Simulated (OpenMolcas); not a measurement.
**Ru⁵⁺ among point charges: CASSCF and CASPT2 levels and susceptibility**

Aim: the splitting of the states of Ru⁵⁺ in the field of 6 point charges, its lowest levels with spin-orbit coupling and its magnetic susceptibility.

Program: OpenMolcas 26.06. Level of theory: state-averaged CASSCF and CASPT2, spin-orbit coupling by RASSI with atomic mean-field integrals. These are calculated values, not measurements, unless marked.

### 1 What is computed

* Species: Ru⁵⁺ (ruthenium, Z = 44, 39 electrons)
* Basis: ANO-RCC-VDZP [6s5p3d1f], 43 functions
* Scalar Hamiltonian: DKH2, point nucleus
* Inactive shells: 1s 2s 2p 3s 3p 3d 4s 4p
* Active space: 3 electrons in 5 orbitals (4d)
* Some configurations of this space: 4d³
* Orbitals: optimised for each spin and parity, averaged over all roots

The outer shells:

4d3
```
4d [↑ ][↑ ][↑ ][  ][  ]
```

The ion sits among 6 point charges of -1.36 e arranged as an octahedron (Oh), 2.21 Å from the ion.

The work runs as a chain of OpenMolcas steps in one folder; each step below is one input file. Labels, J, g values, rates, χT and fits are worked out afterwards by a script from the matrices that RASSI stores. The input lists half of the charges; inversion (Group=XYZ) makes the rest.

### 2 Basis and integrals

Input file a.inp:

```
&GATEWAY
Coord
1

Ru 0.0 0.0 0.0
Basis=ANO-RCC-VDZP
Group=XYZ
NoMove
AngMom=0.0 0.0 0.0
AMFI
XField
3 Angstrom 0
2.210000 0.000000 0.000000 -1.360000
0.000000 2.210000 0.000000 -1.360000
0.000000 0.000000 2.210000 -1.360000
&SEWARD
```

Run with:

```
OMP_NUM_THREADS=1 MOLCAS_MEM=1689 MOLCAS_PROJECT=a pymolcas a.inp > a.log
```

Log:

```text
Basis set label: RU.ANO-RCC...6S5P3D1F.

      Electronic valence basis set:
      ------------------
      Associated Effective Charge  44.000000 au
      Associated Actual Charge     44.000000 au
      Nuclear Model: Point charge

      Shell  nPrim  nBasis  Cartesian Spherical Contaminant
         s      21       6        X
         p      18       5        X
         d      13       3                 X
         f       6       1                 X
                  Relativistic Douglas-Kroll-Hess integrals:
                    - DKH order of Hamiltonian: 2
                    - DKH order of Properties : 0
                  Atomic mean-field integrals
```

### 3 Reference wave functions, quartets of even parity, 10 roots

Input file a.inp:

```
&RASSCF
FileOrb=start.orb
Symmetry=1
Spin=4
nActEl=3 0 0
Inactive=9 9
Ras2=5 0
CIRoot=10 10 1
SDav=10
CIMx=300
Iter=120 100
PrWF=0.3
OrbListing=Nothing
MaxOrb=0
>>> COPY $Project.JobIph JOB001
```

Run with:

```
OMP_NUM_THREADS=1 MOLCAS_MEM=1689 MOLCAS_PROJECT=a pymolcas a.inp > a.log
```

start.orb holds the contracted functions of the basis, ordered by shell, or the orbitals of the step before.

Log, cut to the lines that bear on the results:

```text
[...]
      Number of active orbitals                  5
[...]
      Spin quantum number                      1.5
[...]
      Active orbitals                            5   0
[...]
      Number of CSFs                            10
      Number of root(s) required                10
[...]
      Convergence after  7 iterations
[...]
      Natural orbitals and occupation numbers for root  1
      sym 1:   1.000000   1.000000  -0.000000   1.000000  -0.000000
      Natural orbitals and occupation numbers for root  2
      sym 1:   1.000000   0.971470   0.971470   0.028530   0.028530
      Natural orbitals and occupation numbers for root  3
      sym 1:   1.000000   0.973034   0.973034   0.026966   0.026966
::    RASSCF root number  1 Total energy:  -4531.52614603
::    RASSCF root number  2 Total energy:  -4531.51399050
::    RASSCF root number  3 Total energy:  -4531.51399050
[...]
::    RASSCF root number  7 Total energy:  -4531.50462006
::    RASSCF root number  8 Total energy:  -4531.44275395
::    RASSCF root number  9 Total energy:  -4531.44275395
::    RASSCF root number 10 Total energy:  -4531.44275395
```

### 4 CASSCF: doublets of even parity, 40 roots

Input file a.inp:

```
&RASSCF
FileOrb=start.orb
Symmetry=1
Spin=2
nActEl=3 0 0
Inactive=9 9
Ras2=5 0
CIRoot=40 40 1
SDav=40
CIMx=300
Iter=120 100
PrWF=0.3
OrbListing=Nothing
MaxOrb=0
>>> COPY $Project.JobIph JOB002
```

Log, cut to the lines that bear on the results:

```text
[...]
      Number of active orbitals                  5
[...]
      Spin quantum number                      0.5
[...]
      Active orbitals                            5   0
[...]
      Number of CSFs                            40
      Number of root(s) required                40
[...]
      Convergence after  6 iterations
[...]
      Natural orbitals and occupation numbers for root  1
      sym 1:   0.949092   0.837811   0.149827   0.919984   0.143286
      Natural orbitals and occupation numbers for root  2
      sym 1:   0.855500   0.966780   0.143286   0.884607   0.149827
      Natural orbitals and occupation numbers for root  3
      sym 1:   0.798271   0.879250   0.270926   0.855325   0.196228
::    RASSCF root number  1 Total energy:  -4531.44477157
::    RASSCF root number  2 Total energy:  -4531.44477157
::    RASSCF root number  3 Total energy:  -4531.44292985
[...]
::    RASSCF root number 27 Total energy:  -4531.39619164
::    RASSCF root number 28 Total energy:  -4531.39619164
::    RASSCF root number 29 Total energy:  -4531.34933297
::    RASSCF root number 30 Total energy:  -4531.34763897
```

### 5 RASSI: spin-orbit coupling between the states

Input file a.inp:

```
&RASSI
NrOfJobIphs=2 10 40
1 2 3 4 5 6 7 8 9 10
1 2 3 4 5 6 7 8 9 10 11 12 13 14 15 16 17 18 19 20 21 22 23 24 25 26 27
28 29 30 31 32 33 34 35 36 37 38 39 40
IphNames
JOB001
JOB002
EJob
SpinOrbit
DIPRint=1.0
SOCoupling=1000.0
Subsets=2
Property=9
'ANGMOM' 1 'ANGMOM' 2 'ANGMOM' 3 'MLTPL  1' 1 'MLTPL  1' 2 'MLTPL  1' 3
'AMFI' 1 'AMFI' 2 'AMFI' 3
SOProperty=3
'ANGMOM' 1 'ANGMOM' 2 'ANGMOM' 3
```

Log, cut to the lines that bear on the results:

```text
SPIN-FREE ENERGIES:
  (Shifted by EMIN (a.u.) =      -4531.5261460314)
 SF State       Relative EMIN(au)   Rel lowest level(eV)    D:o, cm**(-1)      L_eff
     1             0.0000000000        0.0000000000              0.0000         3.0
     2             0.0121555282        0.3307687719           2667.8301         3.0
     3             0.0121555282        0.3307687719           2667.8301         3.0
     4             0.0121555282        0.3307687719           2667.8301         3.0
     5             0.0215259708        0.5857515053           4724.4045         3.0
     6             0.0215259708        0.5857515053           4724.4045         3.0
     7             0.0215259708        0.5857515053           4724.4045         3.0
    11             0.0813744661        2.2143120283          17859.6310         4.0
    12             0.0813744661        2.2143120283          17859.6310         4.0
    13             0.0832161808        2.2644276385          18263.8406         4.1
[...]
Eigenvalues of complex Hamiltonian:
   -----------------------------------
  (Shifted by EMIN (a.u.) =      -4531.5261460314)
 SO State       Relative EMIN(au)   Rel lowest level(eV)    D:o, cm**(-1)     J-value
     1            -0.0065136227        0.0000000000              0.0000         1.9
     2            -0.0065136227        0.0000000000              0.0000         1.7
     3            -0.0065136227        0.0000000000              0.0000         1.9
     4            -0.0065136227        0.0000000000              0.0000         1.6
     5             0.0053634374        0.3231912700           2606.7134         1.6
     6             0.0053634374        0.3231912699           2606.7134         2.2
     7             0.0053634374        0.3231912700           2606.7134         1.6
     8             0.0053634374        0.3231912699           2606.7134         2.2
     9             0.0070888153        0.3701411949           2985.3901         2.2
    10             0.0070888153        0.3701411949           2985.3901         2.2
    11             0.0119190072        0.5015774118           4045.4947         2.6
[...]
```

These steps: 6.1 s of run time, 1 thread, shared host.

Spin-free states, with their symmetry labels:

```tsv
state	degeneracy	E (cm-1)	free-ion L (%)
4A2	1	0	F (100)
4T2	3	2668	F (100)
4T1	3	4724	F (99)
2E	2	17860	G (85)
2T1	3	18264	G (85)
4T1	3	18302	P (99)
2A1	1	18884	G (100)
2T2	3	19745	G (96)
2T1	3	23074	H (55)
2T2	3	23397	H (83)
2E	2	24704	H (67)
2T1	3	25291	H (53)
2T1	3	25744	H (80)
2T2	3	27230	D (80)
2E	2	28522	D (64)
2A2	1	38806	F (100)
2T2	3	39178	F (99)
2T1	3	39870	F (99)
2E	2	60327	D (100)
2T2	3	61005	D (99)
```

With spin-orbit coupling:

```tsv
E (cm-1)	Degeneracy	Label	2S+1	g
0.0	4	Γ8	4	
2607	4	Γ8	4	
2985	2	Γ7	4	0.66 0.66 0.66
4045	4	Γ8	4	
4154	2	Γ6	4	2.94 2.94 2.94
5266	2	Γ7	4	1.33 1.33 1.33
6377	4	Γ8	4	
7271	4	Γ8	4	
7755	2	Γ6	4	4.91 4.91 4.91
17830	4	Γ8	4	
17927	2	Γ6	4	2.16 2.16 2.16
18333	4	Γ8	2	
18946	2	Γ6	2	1.26 1.26 1.26
19807	4	Γ8	2	
20145	2	Γ7	2	0.64 0.64 0.64
20240	4	Γ8	4	
20323	2	Γ7	4	0.73 0.73 0.73
20965	4	Γ8	2	
20998	2	Γ6	2	3.49 3.49 3.49
23936	2	Γ6	2	2.07 2.07 2.07
24682	4	Γ8	2	
25403	4	Γ8	2	
25649	2	Γ7	2	3.71 3.71 3.71
26263	4	Γ8	2
```

Principal g values are given for doublets only; a zero marks a field direction without first-order Zeeman splitting.

Powder χT (cm³ K/mol): 0.30 at 2 K, 0.30 at 5 K, 0.30 at 10 K, 0.30 at 20 K, 0.32 at 50 K, 0.34 at 100 K, 0.36 at 150 K, 0.39 at 200 K, 0.41 at 250 K, 0.43 at 300 K.

A ligand-field fit to the states below 45000 cm-1 gives 10Dq = 2746 cm-1, B = 996 cm-1 and C = 4089 cm-1 (C/B = 4.11), with a deviation of 35 cm-1.

Orbitals of the lowest block (energies include the constant potential of the surroundings):

```tsv
shell	space	energy (hartree)	mean occupation	⟨r²⟩ (bohr²)
1s	inactive	-817.4896	2.000	0.00147
2s	inactive	-121.0984	2.000	0.0248
2p	inactive	-108.3506	6.000	0.0196
3s	inactive	-23.1465	2.000	0.183
3p	inactive	-18.8346	6.000	0.186
3d	inactive	-11.8737	10.000	0.175
4s	inactive	-3.9845	2.000	1.16
4p	inactive	-2.6276	6.000	1.34
4d	RAS2		3.000	2.00
```

### 6 CASPT2: IPEA 0.25, imaginary shift 0.1 (closed shells correlated: 4s 4p)

Input file a.inp:

```
>>> COPY JOB001 $Project.JobIph
&CASPT2
Multistate=10 1 2 3 4 5 6 7 8 9 10
NoMult
Frozen=8 6
IPEA=0.25
Imaginary=0.1
MaxIter=60
WThr=0.0 0.3 0.05
PrWF=0.5
NoMix
>>> COPY JOB002 $Project.JobIph
&CASPT2
Multistate=40 1 2 3 4 5 6 7 8 9 10 11 12 13 14 15 16 17 18 19 20 21 22
23 24 25 26 27 28 29 30 31 32 33 34 35 36 37 38 39 40
NoMult
Frozen=8 6
IPEA=0.25
Imaginary=0.1
MaxIter=60
WThr=0.0 0.3 0.05
PrWF=0.5
NoMix
```

Log:

```text
Orbital specifications:
      -----------------------

      Symmetry species                           1   2
                                                ag  au
      Frozen orbitals                            8   6
      Inactive orbitals                          1   3
      Active orbitals                            5   0
      Secondary orbitals                         7  13
      Deleted orbitals                           0   0
      Number of basis functions                 21  22
Type of calculation                        SS-CASPT2
      Fock operator                              state-specific
      IPEA shift                                 0.25
      Real shift                                 0.00
      Imaginary shift                            0.10
      The input orbitals will be transformed to quasi-canonical
Reference energy:       -4531.5261460314
      E2 (Non-variational):      -0.1944691126
      Shift correction:          -0.0000772943
      E2 (Variational):          -0.1945464069
      Total energy:           -4531.7206924383
      Residual norm:              0.0000006433
      Reference weight:           0.96362
      Contributions to the CASPT2 correlation energy
      Active & Virtual Only:         -0.0125993739
      One Inactive Excited:          -0.0896167229
      Two Inactive Excited:          -0.0922530158
Reference energy:       -4531.5139905032
      E2 (Non-variational):      -0.1948739856
      Shift correction:          -0.0000781151
      E2 (Variational):          -0.1949521008
      Total energy:           -4531.7089426040
      Residual norm:              0.0000006914
      Reference weight:           0.96341
      Contributions to the CASPT2 correlation energy
      Active & Virtual Only:         -0.0127009982
      One Inactive Excited:          -0.0899070386
      Two Inactive Excited:          -0.0922659488
::    CASPT2 Root  1     Total energy:  -4531.72069244
::    CASPT2 Root  2     Total energy:  -4531.70894260
::    CASPT2 Root  3     Total energy:  -4531.70892277
::    CASPT2 Root  4     Total energy:  -4531.70880679
::    CASPT2 Root  5     Total energy:  -4531.70158892
::    CASPT2 Root  6     Total energy:  -4531.70004816
::    CASPT2 Root  7     Total energy:  -4531.69995293
::    CASPT2 Root  8     Total energy:  -4531.65007572
::    CASPT2 Root  9     Total energy:  -4531.65007626
::    CASPT2 Root 10     Total energy:  -4531.65033931
Orbital specifications:
      -----------------------

      Symmetry species                           1   2
                                                ag  au
      Frozen orbitals                            8   6
      Inactive orbitals                          1   3
      Active orbitals                            5   0
      Secondary orbitals                         7  13
      Deleted orbitals                           0   0
      Number of basis functions                 21  22
Type of calculation                        SS-CASPT2
      Fock operator                              state-specific
      IPEA shift                                 0.25
      Real shift                                 0.00
      Imaginary shift                            0.10
      The input orbitals will be transformed to quasi-canonical
Reference energy:       -4531.4447715653
      E2 (Non-variational):      -0.2026253133
      Shift correction:          -0.0000869240
      E2 (Variational):          -0.2027122373
      Total energy:           -4531.6474838026
      Residual norm:              0.0000005073
      Reference weight:           0.96114
      Contributions to the CASPT2 correlation energy
      Active & Virtual Only:         -0.0145897951
      One Inactive Excited:          -0.0940678173
      Two Inactive Excited:          -0.0939677009
Reference energy:       -4531.4447715653
      E2 (Non-variational):      -0.2023671203
      Shift correction:          -0.0000865620
      E2 (Variational):          -0.2024536824
      Total energy:           -4531.6472252476
      Residual norm:              0.0000005080
      Reference weight:           0.96124
      Contributions to the CASPT2 correlation energy
      Active & Virtual Only:         -0.0145914974
      One Inactive Excited:          -0.0938094349
      Two Inactive Excited:          -0.0939661881
::    CASPT2 Root  1     Total energy:  -4531.64748380
::    CASPT2 Root  2     Total energy:  -4531.64722525
::    CASPT2 Root  3     Total energy:  -4531.64578954
::    CASPT2 Root  4     Total energy:  -4531.64564193
::    CASPT2 Root  5     Total energy:  -4531.64570581
::    CASPT2 Root  6     Total energy:  -4531.64431893
::    CASPT2 Root  7     Total energy:  -4531.64012029
::    CASPT2 Root  8     Total energy:  -4531.64018366
::    CASPT2 Root  9     Total energy:  -4531.64022795
::    CASPT2 Root 10     Total energy:  -4531.62500674
::    CASPT2 Root 11     Total energy:  -4531.62500117
::    CASPT2 Root 12     Total energy:  -4531.62464691
::    CASPT2 Root 13     Total energy:  -4531.62257770
::    CASPT2 Root 14     Total energy:  -4531.62261128
::    CASPT2 Root 15     Total energy:  -4531.62263016
::    CASPT2 Root 16     Total energy:  -4531.61811188
::    CASPT2 Root 17     Total energy:  -4531.61789860
::    CASPT2 Root 18     Total energy:  -4531.61473109
::    CASPT2 Root 19     Total energy:  -4531.61499792
::    CASPT2 Root 20     Total energy:  -4531.61470473
::    CASPT2 Root 21     Total energy:  -4531.61043005
::    CASPT2 Root 22     Total energy:  -4531.61032095
::    CASPT2 Root 23     Total energy:  -4531.61032899
::    CASPT2 Root 24     Total energy:  -4531.60971130
::    CASPT2 Root 25     Total energy:  -4531.60969096
::    CASPT2 Root 26     Total energy:  -4531.60973412
::    CASPT2 Root 27     Total energy:  -4531.60027701
::    CASPT2 Root 28     Total energy:  -4531.60026390
::    CASPT2 Root 29     Total energy:  -4531.56410269
::    CASPT2 Root 30     Total energy:  -4531.56188443
```

Time for this run: 1.7 s (1 thread, shared host).

SS-CASPT2: lowest energy less the reference's lowest, -0.1945 hartree; reference weights 0.956 to 0.964.

Spin-free states, with their symmetry labels:

```tsv
state	degeneracy	E (cm-1)	free-ion L (%)
4A2	1	0	F (100)
4T2	3	2590	F (100)
4T1	3	4425	F (99)
4T1	3	15479	P (99)
2E	2	16096	G (85)
2T1	3	16456	G (85)
2A1	1	16762	G (100)
2T2	3	17671	G (96)
2T1	3	21027	H (55)
2T2	3	21527	H (83)
2E	2	22537	H (67)
2T1	3	23238	H (53)
2T1	3	24215	H (80)
2T2	3	24357	D (80)
2E	2	26430	D (64)
2A2	1	34367	F (100)
2T2	3	34837	F (99)
2T1	3	35575	F (99)
2E	2	53662	D (100)
2T2	3	54602	D (99)
```

With spin-orbit coupling:

```tsv
E (cm-1)	Degeneracy	Label	2S+1	g
0	4	Γ8	4	
2490	4	Γ8	4	
2910	2	Γ7	4	0.42 0.42 0.42
3980	4	Γ8	4	
4110	2	Γ6	4	2.96 2.96 2.96
5050	2	Γ7	4	1.56 1.56 1.56
6200	4	Γ8	4	
7030	4	Γ8	4	
7470	2	Γ6	4	4.91 4.91 4.91
15260	4	Γ8	4	
15280	2	Γ6	4	2.48 2.48 2.48
16630	4	Γ8	2	
16990	2	Γ6	2	1.38 1.38 1.38
17480	4	Γ8	4	
17490	2	Γ7	4	2.59 2.59 2.59
18020	4	Γ8	2	
18210	2	Γ7	2	2.51 2.51 2.51
19000	4	Γ8	2	
19150	2	Γ6	2	3.27 3.27 3.27
21940	2	Γ6	2	2.03 2.03 2.03
22660	4	Γ8	2	
23410	4	Γ8	2	
23840	2	Γ7	2	3.73 3.73 3.73
24210	4	Γ8	2
```

Powder χT (cm³ K/mol): 0.27 at 2 K, 0.27 at 5 K, 0.28 at 10 K, 0.28 at 20 K, 0.29 at 50 K, 0.32 at 100 K, 0.34 at 150 K, 0.36 at 200 K, 0.38 at 250 K, 0.41 at 300 K.

### 7 The methods side by side

A. CASSCF
B. SS-CASPT2, IPEA 0.25, imaginary shift 0.1 (closed shells correlated: 4s 4p)

```tsv
method	ground state	first state of that spin (cm-1)	first gap with spin-orbit (cm-1)	χT at 300 K
A	4A2	4T2 2668	2606.7	0.43
B	4A2	4T2 2590	2488.4	0.41
```

### 8 Results

| quantity | value |
| --- | --- |
| method | SS-CASPT2, IPEA 0.25, imaginary shift 0.1 (closed shells correlated: 4s 4p) |
| spin-free ground state | 4A2, 1-fold in its orbital part |
| first state of the same spin within the active space | 4T2 at 2590 cm⁻¹ |
| lowest level | 4-fold Γ8 |
| next level | 2488.4 cm⁻¹ |
| χT at 300 K | 0.41 cm³ K/mol |
| effective moment at 300 K | 1.80 μB |

Cost by method:

```tsv
method	time of its own steps	time with the reference
A. CASSCF	6.1 s	6.1 s
B. SS-CASPT2, IPEA 0.25, imaginary shift 0.1, +4s 4p	1.7 s	7.8 s
```

Times are of one thread on a shared host.

What this shows: The spin-free ground state (4A2) comes to 100 % from free-ion F terms and keeps the highest spin of the shell. χT at 300 K is 0.41, against 1.88 cm³ K/mol for the spin alone, so spin-orbit coupling lowers it. CASPT2 does not keep the components of a term degenerate, and the means are used. The field of point charges can differ much from that of real complexes. This is an electrostatic model: the charges have no orbitals.
